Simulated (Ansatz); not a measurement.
What does this script print? It uses Ansatz 0.2.0 through its Python package.

`gdrh.yaml`
```yaml
crystal:
  lattice:
    - [3.435, 0.0, 0.0]
    - [0.0, 3.435, 0.0]
    - [0.0, 0.0, 3.435]
  atoms:
    - { symbol: Gd, position: [0.0, 0.0, 0.0], spin: 4.9 }
    - { symbol: Rh, position: [0.5, 0.5, 0.5] }
magnetization:
  spin_polarized: true
kpoints:
  mp_grid: { kspacing: 0.3 }
hamiltonian:
  xc: lda
scf:
  occupations: { method: gaussian, width: 0.15 }
  mixing: { preconditioner: ldos }
output:
  forces: true
  stress: true
  eigenvalues: true
```

`yaml_run.py`
```python
import json

import ansatz as az
import numpy as np
import pandas as pd

out = az.Session.from_deck('gdrh.yaml').plan(threads=1).execute()
data = out.report

energy = data['free_energy_ev']
print('GdRh: {:.6f} eV = {:.6f} Ry = {:.6f} Ha'.format(energy, energy / 13.605693, energy / 27.211386))
print('Fermi level {:.4f} eV, {} k-points, {} symmetry operations'.format(data['fermi_energy_ev'], data['n_kpoints'], data['n_symmetry_ops']))

table = pd.DataFrame(data['forces_ev_ang'], columns=['fx', 'fy', 'fz'])
table.insert(0, 'atom', [site['symbol'] for site in data['lattice']['sites']])
print(table.round(4).to_string())

edges = data.get('band_edges_ev')
if edges:
    print(f'band edges on the mesh: {edges[0]:.3f} and {edges[1]:.3f} eV, gap {edges[1] - edges[0]:.3f} eV')
else:
    print('no band edges reported (a metal, or a gap too narrow for this smearing); Fermi level', round(data['fermi_energy_ev'], 3), 'eV')

stress = np.array(data['stress_gpa'])
print(f'pressure {np.trace(stress) / 3:.3f} GPa')
print('stress tensor, GPa, positive in compression')
print(np.round(stress, 3) + 0.0)

print(f'net moment {data["magnetization_mub"]:.3f} muB, absolute {data["absolute_magnetization_mub"]:.3f} muB')
for index, (site, m) in enumerate(zip(out.lattice.sites, data['site_moments_mub'])):
    print(f'  {index:2d} {site.symbol:2s} {m:7.3f}')

keep = ['free_energy_ev', 'energy_sigma0_ev', 'fermi_energy_ev', 'n_iterations', 'converged', 'magnetization_mub', 'n_kpoints']
with open('gdrh.json', 'w') as handle:
    json.dump({key: data[key] for key in keep}, handle, indent=1)
```

```console
$ python yaml_run.py
DeckWarning: basis.ecutwfc = 420 eV, auto-derived from the records' recommended cutoffs: set by Gd (normal level)
DeckWarning: where an SCF of this run starts from atoms to list the orders of its open shells, Gd (site 0, from 0) starts with 6.64 μB on its 4f shell, in the place of the 4.90 μB that the deck gives it: an open f shell starts with all that it can hold by [...]
GdRh: -15407.008540 eV = -1132.394251 Ry = -566.197126 Ha
Fermi level 17.1809 eV, 20 k-points, 48 symmetry operations
  atom   fx   fy   fz
0   Gd -0.0  0.0 -0.0
1   Rh  0.0 -0.0  0.0
no band edges reported (a metal, or a gap too narrow for this smearing); Fermi level 17.181 eV
pressure -6.627 GPa
stress tensor, GPa, positive in compression
[[-6.627  0.     0.   ]
 [ 0.    -6.627  0.   ]
 [ 0.     0.    -6.627]]
net moment 7.036 muB, absolute 7.107 muB
   0 Gd   6.938
   1 Rh  -0.028
```
(Warnings from the package without file and line, shortened, repeats left out.)

File `gdrh.json` afterwards:
```json
{
 "free_energy_ev": -15407.008539745064,
 "energy_sigma0_ev": -15407.003975515187,
 "fermi_energy_ev": 17.180907672372225,
 "n_iterations": 10,
 "converged": true,
 "magnetization_mub": 7.035736154140597,
 "n_kpoints": 20
}
```

Notes:
- These settings explore the input space; cutoff and mesh may be short of convergence.
- Open f shells: without a Hubbard U, without spin-orbit coupling, without spin; the state reached hangs on the start and needn't be the lowest.
- The zero of the levels is a convention of the potentials, so an absolute Fermi energy is no work function.
- At these settings the cell as given stands under about -7 GPa, so it isn't at this functional's equilibrium volume.
- The starting cell is as deposited in a crystallographic database; the results hold for this polymorph, which needn't be the stable one.
- Levels are Kohn-Sham eigenvalues on this mesh, without spin-orbit coupling.
- It ran for 5.5 s on 1 thread of Arm Neoverse V1 (shared host), peak memory 0.47 GiB.

(Lines on the test bed's own set-up are left out of the output.)
